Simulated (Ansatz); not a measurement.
# H: the cost of one run

Method: DFT PBEsol, frozen-core PAW, scalar-relativistic unless said, in Ansatz 0.2.0.

### 1 Starting point

The structure is tetragonal, space group I4/mmm (No. 139). The conventional cell has a = 3.383 Å, b = 3.383 Å, c = 4.117 Å, α = 90.00°, β = 90.00°, γ = 90.00°. H (site symmetry 4mm) is surrounded by 1 H at 0.74 Å.

Coordinates:

```xyz
2
Lattice="-1.6915 1.6915 2.0585 1.6915 -1.6915 2.0585 1.6915 1.6915 -2.0585" Properties=species:S:1:pos:R:3 pbc="T T T"
H     0.0000    0.0000    3.7459
H     0.0000    0.0000    0.3711
```

Cartesian axes are those of the input's lattice vectors. The structure goes back to a database entry.

### 2 Cell and atoms relaxed, PAW

File input.yaml:

```yaml
crystal:
  lattice:
    - [-1.69153447, 1.69153447, 2.05847399]
    - [1.69153447, -1.69153447, 2.05847399]
    - [1.69153447, 1.69153447, -2.05847399]
  atoms:
    - { symbol: H, position: [0.90986229, 0.90986229, 0.0] }
    - { symbol: H, position: [0.09013771, 0.09013771, 0.0] }
kpoints:
  mp_grid: { grid: [14, 14, 14] }
scf:
  occupations: { method: fermi_dirac, width: 0.08 }
hamiltonian:
  xc: pbesol
  pseudopotentials: { kind: paw }
relax:
  f_tol: 0.002
  max_steps: 80
  cell: {}
output:
  forces: true
  stress: true
```

Command:

```console
$ ansatz run input.yaml --threads 1 --pin off --max-ram 3072MiB --backend cpu --events-out ev --progress --plain --runs-dir out
```

Q: Estimate wall time and peak memory on 1 thread of Arm Neoverse V1, shared host.

About 23 s, with a peak of 0.3 GiB.
